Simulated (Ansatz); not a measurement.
Crystal: BePd.

```
Pd Be
1.0
     2.81300    0.00000    0.00000
     0.00000    2.81300    0.00000
     0.00000    0.00000    2.81300
Pd Be
1 1
Direct
  0.50000 0.50000 0.50000
  0.00000 0.00000 0.00000
```

| Quantity | Value |
| --- | --- |
| Program | Ansatz 0.2.0 |
| Task | relaxation of cell and atoms |
| Functional | PBE |
| Dispersion | D3(BJ) |
| Potentials or basis | all-electron LAPW, scalar-relativistic |
| Basis error allowed | 0.001 eV/atom |
| k mesh | 9 × 9 × 9 |
| Occupations | fermi-dirac, width 0.05 eV |
| Spin | no spin polarisation |

At the start: volume 11.13 Å³/atom.

**Question.** Where does the relaxation end?

**Answer.** Over 4 steps the energy falls by 4.4 meV/atom and the volume is 10.84 Å³/atom (-2.6 %); space group Pm-3m (No. 221, to 0.05 Å).

Step by step:
```
step  energy change (eV)  largest force (eV/Å)  volume (Å³)
   1              0.0000                0.0000        22.26
   2             -0.0086                0.0000        21.58
   3             -0.0089                0.0000        21.69
   4             -0.0089                0.0000        21.69
```

Final structure:
```cif
data_structure
_symmetry_space_group_name_H-M 'P 1'
_symmetry_Int_Tables_number 1
_cell_length_a 2.7887
_cell_length_b 2.7887
_cell_length_c 2.7887
_cell_angle_alpha 90.000
_cell_angle_beta 90.000
_cell_angle_gamma 90.000
_cell_volume 21.69
loop_
_atom_site_label
_atom_site_type_symbol
_atom_site_fract_x
_atom_site_fract_y
_atom_site_fract_z
_atom_site_occupancy
Pd1 Pd 0.50000 0.50000 0.50000 1
Be1 Be 0.00000 0.00000 0.00000 1
```
